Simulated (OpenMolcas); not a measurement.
# CH3BF2 (borane,difluoromethyl), run twice

Aim: a geometry optimisation of CH3BF2 (borane,difluoromethyl) at B97-D (no dispersion term)/3-21G.

The calculation is run with OpenMolcas 26.06.

7 further runs of the same task are left out: 7 set aside as unsound or not needed.

## 1. The structure to begin with

CH3BF2: 7 atoms, total charge 0, spin state singlet. SMILES: `CB(F)F`. All atoms were displaced at random from a relaxed shape. The run starts from this shape.

Bond lengths: C1–B2 1.544 Å, B2–F3 1.471 Å, B2–F4 1.360 Å, C1–H5 1.136 Å, C1–H6 1.097 Å, C1–H7 1.049 Å. Angles: C1–B2–F3 128.6°, C1–B2–F4 119.7°, F3–B2–F4 111.6°, B2–C1–H5 102.3°, B2–C1–H6 115.3°, B2–C1–H7 112.1°, H5–C1–H6 108.7°, H5–C1–H7 106.6°, H6–C1–H7 111.0°.

## 2. The input as first written

Input file job.input:

```
* CH3BF2 Kohn-Sham DFT
&gateway
coord
7
angstrom
C       -0.171773       0.684059      -0.129537
B        0.117225      -0.817673       0.083156
F        0.721086      -1.479193       1.250310
F       -0.281745      -1.719603      -0.853045
H        0.169977       1.137660       0.853829
H        0.384094       1.157280      -0.947727
H       -1.199434       0.881003      -0.209356
basis = 6-31G(d)
group = NoSym
>>> EXPORT MOLCAS_MAXITER=30
>>> Do While
&seward
&scf
ksdft = GGA_XC_B97_D
prorbitals = 1 1
&slapaf
>>> EndDo
```

Command:

```bash
$ export MOLCAS_MEM=1860
$ pymolcas job.input > job.log
```

The program printed:

```text
--- Start Module: gateway ---

                                              &GATEWAY

                       available to each process: 1.9 GB of memory, 1 thread

 ###############################################################################
 ###    ERROR: Basis set file <dir>)
 ###    does not exist!                                                      ###
 ###    (1) For a valence basis set: check the spelling of                   ###
 ###    the basis set label and that the basis set file is                   ###
 ###    present in the basis set library directory.                          ###
 ###    (2) For an external auxiliary basis set: check that                  ###
 ###    the basis set file is present in the appropiate basis                ###
 ###    set library subdirectory.                                            ###
 ###############################################################################
--- Stop Module: gateway /rc=_RC_INPUT_ERROR_ ---

.####################.
.# User input error #.
.####################.

    Timing: Wall=0.03 User=0.02 System=0.01
```

Wall time 0.24 s (1 thread of Arm Neoverse V1, shared host).

## 3. What went wrong

The input was rejected.

The telling line is `does not exist`. The fault: the input names a basis that the program doesn't know.

## 4. Try two

Input file job.input:

```
* CH3BF2 Kohn-Sham DFT
>>> EXPORT MOLCAS_PRINT=2
&GATEWAY
Coord
7
angstrom
C       -0.171773       0.684059      -0.129537
B        0.117225      -0.817673       0.083156
F        0.721086      -1.479193       1.250310
F       -0.281745      -1.719603      -0.853045
H        0.169977       1.137660       0.853829
H        0.384094       1.157280      -0.947727
H       -1.199434       0.881003      -0.209356
Basis=3-21G
Group=NoSym
>>> EXPORT MOLCAS_MAXITER=50
>>> Do While
&SEWARD
&SCF
KSDFT=GGA_XC_B97_D
Thresholds=1e-06 0.001 0.001 0.01
Iterations=50
Core
PrOrbitals=0
&SLAPAF
>>> EndDo
```

Command:

```bash
$ export MOLCAS_MEM=1860
$ pymolcas job.input > job.log
```

The program printed (excerpt; [...] marks lines left out):

```text
--- Start Module: gateway ---
[...]
--- Stop Module: gateway /rc=_RC_ALL_IS_WELL_ ---
[...]
      Basis functions           42
[...]
       Convergence after  19 Iterations
[...]
::    Total KS-DFT energy                            -262.9984689751
[...]
 *              Molecular gradients               *
 **************************************************
  Irreducible representation: a
 ------------------------------------------------------------------------------------------
                              X                       Y                       Z
 ------------------------------------------------------------------------------------------
  C1               -4.82046870342183E-02   -6.95715538132813E-03   -4.68151875798732E-02
  B2               -1.60780954346642E-02    4.63895802715877E-02   -3.25845787539191E-02
  F3                2.46261046610767E-02   -3.63859679333274E-02    4.95736128472988E-02
  F4               -1.99968998084632E-03    7.40412716898398E-03    1.64592456713386E-03
  H5                5.18621912336181E-03   -5.38999700500886E-03    1.81351973273336E-02
  H6                3.35047959101997E-04    1.17078600554188E-03    2.14795173731019E-03
  H7                3.61351007061859E-02   -6.23137312646449E-03    7.89707985465755E-03
 ------------------------------------------------------------------------------------------
[...]
--- Start Module: slapaf ---
[...]
--- Stop Module: slapaf /rc=_RC_INVOKED_OTHER_MODULE_ ---
--- Start Module: last_energy ---
[...]
       Convergence after  16 Iterations
[...]
::    Total KS-DFT energy                            -263.0130980733
[...]
      Total spin, S                                     0.0000000000
[...]
      Total electronic charge=   32.000000
      Total            charge=   -0.000000
[...]
      Dipole Moment (debye):
      Origin of the operator (angstrom)=    0.1103   -0.9159    0.0898
                   X= -3.0356E-01               Y=  1.7250E+00               Z= -2.1360E-01           Total=  1.7645E+00
      Quadrupole Moment (debye*angstrom):
[...]
--- Stop Module: last_energy /rc=_RC_ALL_IS_WELL_ ---
[...]
```

Run time: 32 s. Hardware: 1 thread of Arm Neoverse V1, shared host; peak memory 0.38 GiB.

Step by step:

```
step  energy from the first frame kept (eV)  largest force (eV/Å)
   0                                 0.0000                3.4738
   1                                -0.3318                1.9014
   2                                -0.3940                0.2569
   3                                -0.3870                0.5701
   4                                -0.3979                0.0917
   5                                -0.3981                0.0176
   6                                -0.3981                0.0052
```

After the run. Bond lengths: C1–B2 1.569 Å, B2–F3 1.365 Å, B2–F4 1.367 Å, C1–H5 1.099 Å, C1–H6 1.105 Å, C1–H7 1.104 Å. Angles: C1–B2–F3 123.5°, C1–B2–F4 122.2°, F3–B2–F4 114.3°, B2–C1–H5 112.7°, B2–C1–H6 110.5°, B2–C1–H7 110.8°, H5–C1–H6 108.1°, H5–C1–H7 108.3°, H6–C1–H7 106.1°.

## 5. Outcome

Level: B97-D (no dispersion term)/3-21G.

```
               quantity          value
total energy at the end  -263.01310 Eh
          dipole moment         1.76 D
            HOMO energy       -8.36 eV
            LUMO energy       -0.39 eV
          HOMO–LUMO gap        7.98 eV
```

What this shows: The optimisation took 6 steps and changed the energy by -0.398 eV. Mulliken charges run from -0.95 on C1 to +0.78 on B2.
